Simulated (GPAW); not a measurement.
The system is MnS.

```xyz
2
Lattice="0.0000 2.6045 2.6045 2.6045 0.0000 2.6045 2.6045 2.6045 0.0000" Properties=species:S:1:pos:R:3 pbc="T T T"
Mn    0.0000    0.0000    0.0000
S     2.6045    2.6045    2.6045
```

| Quantity | Value |
| --- | --- |
| Program | GPAW 26.7.0 |
| Task | relaxation of cell and atoms |
| Functional | PBEsol |
| Dispersion | D3(BJ)+ATM |
| Potentials or basis | PAW data sets generated in the run's folder for this functional |
| Cutoff | 600 eV |
| Basis | pw |
| k mesh | 9 × 9 × 9 |
| Occupations | fermi-dirac, width 0.05 eV |
| Spin | collinear spin, ferromagnetic start |
| Starting moments | [4.0, 0.0] μB |

At the start: pressure -10.0 GPa; volume 17.67 Å³/atom.

Task: How do energy, volume and symmetry change on relaxing?

Result: Over 5 steps the energy falls by 9.1 meV/atom and the volume is 14.55 Å³/atom (-17.6 %); space group Fm-3m (No. 225, to 0.05 Å); moment 3.93 μB per cell.

Step by step:
| step | energy change (eV) | largest force (eV/Å) | pressure (GPa) | volume (Å³) |
| --- | --- | --- | --- | --- |
| 1 | 0.0000 | 0.0000 | -10.03 | 35.33 |
| 2 | -0.0487 | 0.0000 | -9.16 | 34.51 |
| 3 | -0.0105 | 0.0000 | 2.78 | 28.36 |
| 4 | -0.0169 | 0.0000 | -1.39 | 29.49 |
| 5 | -0.0182 | 0.0000 | 0.05 | 29.10 |

Final structure:
```yaml
crystal:
  lattice:
    - [0.00000, 2.44137, 2.44137]
    - [2.44137, 0.00000, 2.44137]
    - [2.44137, 2.44137, 0.00000]
  atoms:
    - { symbol: Mn, position: [0.00000, 0.00000, 0.00000] }
    - { symbol: S, position: [0.50000, 0.50000, 0.50000] }
```

Caveat: each step starts from the last one's moments, so a moment once lost doesn't come back; later steps reuse the first step's grids; the volume moved by over 15 % at a fixed basis, so the end points are rough; a cell with one magnetic atom can't hold antiferromagnetic order, which such compounds often take; pairwise dispersion overbinds metals, which lowers pressure and volume.
